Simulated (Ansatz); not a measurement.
# GeH8NP: the cost of one run

Method: PBE0-D4, def2-SVP first, then def2-TZVP; program: Ansatz 0.2.0, Gaussian basis.

152 further runs of the same task are left out: 152 set aside as unsound or not needed.

## 1. The system as given

The guess: 11 atoms, charge 0, spin multiplicity 1.

Atoms are counted from 1 here; the program's logs count them from 0.

Bond lengths: Ge1–N2 2.223 Å, Ge1–H3 1.500 Å, Ge1–H4 1.569 Å, Ge1–H5 1.502 Å, Ge1–P7 2.338 Å, N2–H8 1.012 Å, N2–H9 1.012 Å, H6–P7 1.431 Å, P7–H10 1.378 Å, P7–H11 1.411 Å. Angles: N2–Ge1–H3 86.8°, N2–Ge1–H4 165.2°, N2–Ge1–H5 86.4°, N2–Ge1–P7 66.9°, H3–Ge1–H4 100.5°, H3–Ge1–H5 121.1°, H3–Ge1–P7 114.9°, H4–Ge1–H5 100.5°, H4–Ge1–P7 98.3°, H5–Ge1–P7 115.4°, Ge1–N2–H8 118.8°, Ge1–N2–H9 121.0°, H8–N2–H9 107.2°, Ge1–P7–H6 89.4°, Ge1–P7–H10 98.8°, Ge1–P7–H11 128.9°, H6–P7–H10 94.7°, H6–P7–H11 138.3° and more.

Geometry (Å):

```xyz
11

Ge   -0.8401   -0.4119   -0.7767
N     0.8908    0.9621   -0.5406
H    -0.1099   -0.9944   -1.9506
H    -1.9559   -1.4959   -0.5690
H    -1.6815    0.8240   -0.9205
H     1.3483    0.1110    0.7679
P     0.2499   -0.6517    1.2781
H     1.6672    0.8832   -1.1847
H     0.7521    1.9480   -0.3584
H    -0.3238    0.4087    1.9452
H     0.0029   -1.5831    2.3093
```

Distances that are to change: Ge1–P7 2.34 Å, N2–H6 1.63 Å, Ge1–N2 2.22 Å, H6–P7 1.43 Å.

## 2. Constrained relaxation of the guess

hold/in.yaml reads:

```yaml
crystal:
  periodic: [false, false, false]
  atoms:
    - {symbol: Ge, position_ang: [-0.840100, -0.411900, -0.776700]}
    - {symbol: N, position_ang: [0.890800, 0.962100, -0.540600]}
    - {symbol: H, position_ang: [-0.109900, -0.994400, -1.950600]}
    - {symbol: H, position_ang: [-1.955900, -1.495900, -0.569000]}
    - {symbol: H, position_ang: [-1.681500, 0.824000, -0.920500]}
    - {symbol: H, position_ang: [1.348300, 0.111000, 0.767900]}
    - {symbol: P, position_ang: [0.249900, -0.651700, 1.278100]}
    - {symbol: H, position_ang: [1.667200, 0.883200, -1.184700]}
    - {symbol: H, position_ang: [0.752100, 1.948000, -0.358400]}
    - {symbol: H, position_ang: [-0.323800, 0.408700, 1.945200]}
    - {symbol: H, position_ang: [0.002900, -1.583100, 2.309300]}
basis:
  gaussian: {orbitals: def2-SVP}
hamiltonian: {xc: pbe0, dispersion: d4}
relax: {f_tol: 0.04, max_steps: 150, escape_saddle: false, constraints: [{distance: [0, 6]}, {distance: [1, 5]}, {distance: [0, 1]}, {distance: [5, 6]}]}
```

Started as:

```console
ansatz run in.yaml --threads 4 --pin off --events-out ev --progress --plain --max-ram 9574MiB
```

What time and memory should one allow on 4 threads of AMD EPYC, shared host?

About 31 s, with a peak of 0.25 GiB.
